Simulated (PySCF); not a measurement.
**MoNF₂: doublet, from a T-shaped (ligand arrangement 1) start**

The task is one start of a wider search on MoNF₂: the doublet, from a T-shaped (ligand arrangement 1) start. It is relaxed, tested by its Hessian and followed downhill if it is a saddle.

Computed with PySCF 2.14.0. Level: PBE0, basis Mo def2-TZVP with ECP28, N def2-TZVP, F def2-TZVP, scalar-relativistic core potentials, no spin–orbit coupling, density fitting.

## Step 1: Where the work starts

4 atoms, charge 0, spin multiplicity 2.

Bond lengths: Mo1–N2 1.810 Å, Mo1–F3 2.020 Å, Mo1–F4 2.020 Å. Angles: N2–Mo1–F3 88.0°, N2–Mo1–F4 176.0°, F3–Mo1–F4 88.0°.

```xyz
4
charge 0 multiplicity 2
Mo    0.0000    0.0000    0.0000
N    -1.8089    0.0000    0.0632
F     0.0000    0.0000    2.0200
F     2.0188    0.0000    0.0705
```

## Step 2: First SCF at the start

One driver script runs all steps and calls PySCF; scf.py shows how it sets up the SCF of each step. The optimiser is the driver's own. After this first run the driver tries any further starts and a stability analysis.

Input file scf.py:

```python
from pyscf import gto, scf, dft
mol = gto.M(atom='''
Mo     0.000000     0.000000     0.000000
N     -1.808900     0.000000     0.063200
F      0.000000     0.000000     2.020000
F      2.018800     0.000000     0.070500''',
    basis={'Mo': 'def2-TZVP', 'N': 'def2-TZVP', 'F': 'def2-TZVP'},
    ecp={'Mo': 'def2-TZVP'},
    charge=0, spin=1)
mf = dft.UKS(mol, xc='PBE0')
mf.grids.atom_grid = (50, 194)
aux = {'Mo': 'def2-universal-JKFIT', 'N': 'def2-universal-JKFIT', 'F': 'def2-universal-JKFIT'}
mf = mf.density_fit(auxbasis=aux)
mf.conv_tol = 1e-08
mf.diis_space = 10
mf.max_cycle = 60
mf.init_guess = 'minao'
mf.verbose = 4
mf.kernel()
```

Command:

```
$ OMP_NUM_THREADS=4 python axn.py task.json out
```

After this run come: T-shaped (ligand arrangement 1) start, doublet: relaxation; Hessian and properties.

**Question.** What will these runs give? Wanted: minimum; geometry; wavenumbers; dipole moment; highest occupied, lowest empty level; polar-tensor charge of Mo1; zero-point energy; atomisation energy; ⟨S²⟩.

**Answer**, as computed:

```
                                          quantity                                                               value
                                           minimum                                                        doublet, C2v
                                          geometry  Mo–F 1.905 Å (×2), Mo–N 1.609 Å; F–Mo–F 131.4°, F–Mo–N 114.3° (×2)
                                wavenumbers (cm⁻¹)         127 (b1), 169 (a1), 265 (b2), 629 (a1), 660 (b2), 1193 (a1)
                                     dipole moment                                                              0.82 D
highest occupied, lowest empty level (either spin)                                                     -7.34, -4.70 eV
                        polar-tensor charge of Mo1                                                             +2.12 e
                                 zero-point energy                                                         18.2 kJ/mol
                               entropy at 298.15 K                                                     310.9 J/(mol K)
         atomisation energy (no zero-point energy)                                                         1412 kJ/mol
                                              ⟨S²⟩                                                               0.771
```

What this shows: From Cs at the start the molecule goes to a C2v minimum. The strongest infrared band lies at 660 cm⁻¹ (b2, stretch). Most of the spin sits on Mo1 (Mulliken spin 1.12, against 1 for the whole molecule). Only this shape and spin were tried, so other structures or states may lie lower. One determinant may miss the lowest occupation of an open d or f shell.
